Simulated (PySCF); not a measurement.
# NaSb (triplet) under other conditions

How does NaSb (triplet) answer to another spin, charge, distance or environment?

Computed with PySCF 2.14.0. Level: each script names its method and basis.

6 further runs of the same task are left out: 2 for a known fault of the program, 4 that didn't finish.

## (1) Starting geometry

NaSb (triplet): 2 atoms, charge 0, spin multiplicity 3.

No contacts short enough for the rule that draws bonds.

## (2) The run that the others are compared with

File input.py:

```python
from pyscf import gto, scf
from pyscf.geomopt.geometric_solver import optimize

mol = gto.M(
    atom='Na 0 0 0; Sb 0 0 3.087',
    basis='crenbl',
    ecp={'Na': 'crenbl', 'Sb': 'crenbl'},
    charge=0,
    spin=2,
    symmetry=True,
    verbose=4,
)
mf = scf.UHF(mol)
mf.kernel()
mol_eq = optimize(mf, maxsteps=30)
print('optimised geometry (angstrom)')
print(mol_eq.tostring('raw'))
print('orbital energies (hartree):', [e[max(0, n-3):n+3].round(4) for e, n in zip(mf.mo_energy, mol.nelec)])
```

Run with:

```sh
$ python input.py
```

Its log is not repeated here.

It gives: at the starting geometry E(SCF) = -128.074005 Eh, 15 cycles, ⟨S²⟩ = 2.360, optimised bond 3.158 Å in 5 steps; the optimisation lowers the energy by 0.002 eV.

⟨S²⟩ = 2.36 against 2.00 for a pure state: the determinant is spin-contaminated. The triplet is typed in the script; nothing here shows that it is the ground state.

## (3) Bond 3.18 Å

Variant 1 changes bond length: 3.087 Å → 3.18 Å.

File input.py:

```python
from pyscf import gto, scf
from pyscf.geomopt.geometric_solver import optimize

mol = gto.M(
    atom='Na 0 0 0; Sb 0 0 3.18',
    basis='crenbl',
    ecp={'Na': 'crenbl', 'Sb': 'crenbl'},
    charge=0,
    spin=2,
    symmetry=True,
    verbose=4,
)
mf = scf.UHF(mol)
mf.kernel()
mol_eq = optimize(mf, maxsteps=30)
print('optimised geometry (angstrom)')
print(mol_eq.tostring('raw'))
print('orbital energies (hartree):', [e[max(0, n-3):n+3].round(4) for e, n in zip(mf.mo_energy, mol.nelec)])
```

Run with:

```sh
$ python input.py
```

## (4) Electric field 0.005 a.u.

Variant 2 changes electric field: none → 0.005 a.u.; point-group symmetry: on → off; step after the SCF: optimize → analyze.

File input.py:

```python
from pyscf import gto, scf

mol = gto.M(
    atom='Na 0 0 0; Sb 0 0 3.087',
    basis='crenbl',
    ecp={'Na': 'crenbl', 'Sb': 'crenbl'},
    charge=0,
    spin=2,
    verbose=4,
)
mf = scf.UHF(mol)
field = 0.005  # electric field along z, atomic units
h = mf.get_hcore() + field*mol.intor('int1e_r')[2]
mf.get_hcore = lambda *args: h
e_nuc = mol.energy_nuc() - field*mol.atom_charges() @ mol.atom_coords()[:, 2]
mf.energy_nuc = lambda *args: e_nuc
mf.kernel()
mf.mulliken_pop()
mf.dip_moment()
print('orbital energies (hartree):', [e[max(0, n-3):n+3].round(4) for e, n in zip(mf.mo_energy, mol.nelec)])
```

## (5) Quintet

Variant 3 changes spin (2S): 2 → 4.

Edit input.py of step 2 so:

```diff
@@ -8,3 +8,3 @@
     charge=0,
-    spin=2,
+    spin=4,
     symmetry=True,
```

## (6) Bond 2.717 Å

Variant 4 changes bond length: 3.087 Å → 2.717 Å.

Edit input.py of step 2 so:

```diff
@@ -4,3 +4,3 @@
 mol = gto.M(
-    atom='Na 0 0 0; Sb 0 0 3.087',
+    atom='Na 0 0 0; Sb 0 0 2.717',
     basis='crenbl',
```

**Question.** What will these runs give? Wanted: for each run, E(SCF); from base; gap, α spin; SCF dipole; after the SCF.

As calculated:

```
                      run  E(SCF) (hartree)  from base (eV)  cycles  gap, α spin (eV)  SCF dipole (D)            after the SCF
                     base       -128.074005               0      15              8.35             n/a  bond 3.158 Å, -0.002 eV
              bond 3.18 Å       -128.074086         -0.0022      16              8.56             n/a   bond 3.158 Å, 0.000 eV
electric field 0.005 a.u.       -128.068294         +0.1554      18              8.88            1.03                      n/a
                  quintet       -128.047083         +0.7326      10              7.85             n/a  bond 7.993 Å, -0.591 eV
             bond 2.717 Å       -128.067213         +0.1848      13              7.68             n/a  bond 3.158 Å, -0.187 eV
```

SCF columns refer to the geometry typed in the script.

What this shows: Of the runs whose energies can be compared, “quintet” moves the SCF energy most (+0.733 eV). The quintet solution found lies 0.73 eV above the base triplet at this geometry and level.
